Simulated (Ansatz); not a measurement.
# Cl3H3InP: basis-set convergence

How large a basis does Cl3H3InP need? Two functionals are run in growing sets.

Program: Ansatz 0.2.0, Gaussian basis. Level of theory: one geometry, several basis sets. These are calculated values, not measurements.

Plan: PBE0-D4/def2-SVP; ωB97M-V/def2-SVP; PBE0-D4/def2-QZVPP; ωB97M-V/def2-QZVPP; the functionals' def2-TZVPP values are taken from earlier runs.

2 further runs of the same task are left out: 2 for a known fault of the program.

### Step 1. Structure used throughout

The geometry comes from an earlier relaxation with PBE0-D4 in a triple-zeta def2 set; it is a stationary point, not always the lowest conformer. In takes the def2 core potential; no spin-orbit term is included.

8 atoms, charge 0, spin multiplicity 1.

Atoms are counted from 1 here; the program's logs count them from 0.

Bond lengths: P1–In2 2.714 Å, P1–H6 1.408 Å, P1–H7 1.408 Å, P1–H8 1.408 Å, In2–Cl3 2.326 Å, In2–Cl4 2.326 Å, In2–Cl5 2.326 Å. Angles: In2–P1–H6 117.7°, In2–P1–H7 117.7°, In2–P1–H8 117.7°, H6–P1–H7 100.2°, H6–P1–H8 100.2°, H7–P1–H8 100.2°, P1–In2–Cl3 98.7°, P1–In2–Cl4 98.7°, P1–In2–Cl5 98.7°, Cl3–In2–Cl4 117.7°, Cl3–In2–Cl5 117.7°, Cl4–In2–Cl5 117.8°.

As a file:

```
P    -1.08040   -0.13640    0.57491
In    1.30210    0.14547   -0.69468
Cl    2.39055   -1.71439    0.18037
Cl    0.54706    0.02412   -2.89122
Cl    1.89595    2.23652    0.13264
H    -1.50484    0.91487    1.40919
H    -1.22845   -1.22594    1.45375
H    -2.22977   -0.30135   -0.22075
```

### Step 2. PBE0-D4 in def2-SVP

Contents of in.yaml:

```yaml
crystal:
  periodic: [false, false, false]
  atoms:
    - {symbol: P, position_ang: [-1.080401, -0.136402, 0.574912]}
    - {symbol: In, position_ang: [1.302095, 0.145475, -0.694677]}
    - {symbol: Cl, position_ang: [2.390548, -1.714392, 0.180369]}
    - {symbol: Cl, position_ang: [0.547064, 0.024119, -2.891219]}
    - {symbol: Cl, position_ang: [1.895953, 2.236517, 0.132635]}
    - {symbol: H, position_ang: [-1.504842, 0.914870, 1.409188]}
    - {symbol: H, position_ang: [-1.228445, -1.225937, 1.453747]}
    - {symbol: H, position_ang: [-2.229771, -0.301350, -0.220754]}
basis:
  gaussian: {orbitals: def2-SVP}
hamiltonian: {xc: pbe0, dispersion: d4}
output: {orbitals: {seedname: orbitals}}
```

Launch:

```
ansatz run in.yaml --threads 4 --pin off --events-out ev --progress --plain --max-ram 10444MiB
```

After this run come: ωB97M-V in def2-SVP; PBE0-D4 in def2-QZVPP; ωB97M-V in def2-QZVPP.

**Question.** What will the summary of the whole plan be? Wanted: PBE0-D4: double and triple zeta above quadruple; ωB97M-V: double and triple zeta above quadruple.

**Answer**, as computed:

| quantity | value |
| --- | --- |
| PBE0-D4: double and triple zeta above quadruple | 17.90, 1.44 eV |
| ωB97M-V: double and triple zeta above quadruple | 17.72, 1.38 eV |

For PBE0-D4 the step from double to triple zeta gains 16.46 eV and the next only 1.44 eV. These are total energies; as a rule much of such shifts cancels in differences, which this series doesn't test.
